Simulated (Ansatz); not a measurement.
# BiTe under changes of volume

One of the cells (33.725 Å³/atom); the others are scaled copies at fixed shape and fractional positions:

```
Bi Te
1.0
     2.42271    1.39875    3.31729
    -2.42271    1.39875    3.31729
     0.00000   -2.79750    3.31729
Bi Te
1 1
Direct
  0.50000 0.50000 0.50000
  0.00000 0.00000 0.00000
```

The cell comes from a database or a generator and needn't be the stable form of this composition.

| Property | Result |
| --- | --- |
| Program | Ansatz 0.2.0 |
| Functional | PBE0 |
| Potentials or basis | Ansatz PAW |
| Cutoff | 420 eV (not typed: the program's choice for these potentials) |
| k mesh | 4 × 4 × 4 |
| Occupations | fermi-dirac, width 0.05 eV |
| Spin | no spin polarisation |

```csv
volume (Å³/atom),energy over the lowest point (meV/atom),pressure (GPa)
31.701,?,?
32.376,0.00,0.3
33.050,1.17,-0.8
33.725,6.89,-1.9
34.399,16.67,-2.8
35.074,30.09,-3.6
35.748,46.70,-4.3
```

Question: What does the run at 31.701 Å³/atom give?

Answer: Energy over the lowest point 3.97 meV/atom; pressure 1.6 GPa.

Worked out: A Birch-Murnaghan fit of order 3 (a polynomial in V^(-2/3)) to the other rows has its minimum at 32.55 Å³/atom with B0 = V·E''(V) = 57 GPa and B' = 4.6 at fixed shape and positions, which overstates the stiffness. It gives 3.96 meV/atom at 31.701 Å³/atom, against the run's 3.97, and -dE/dV = 1.6 GPa, against 1.6.

Energies are extrapolated to zero smearing.

Caveats: all runs use coarse meshes; the PAW data sets come from PBE, with cores solved anew for the run's functional, which leaves a small shift of forces and pressure; the thresholds are loose for stress.
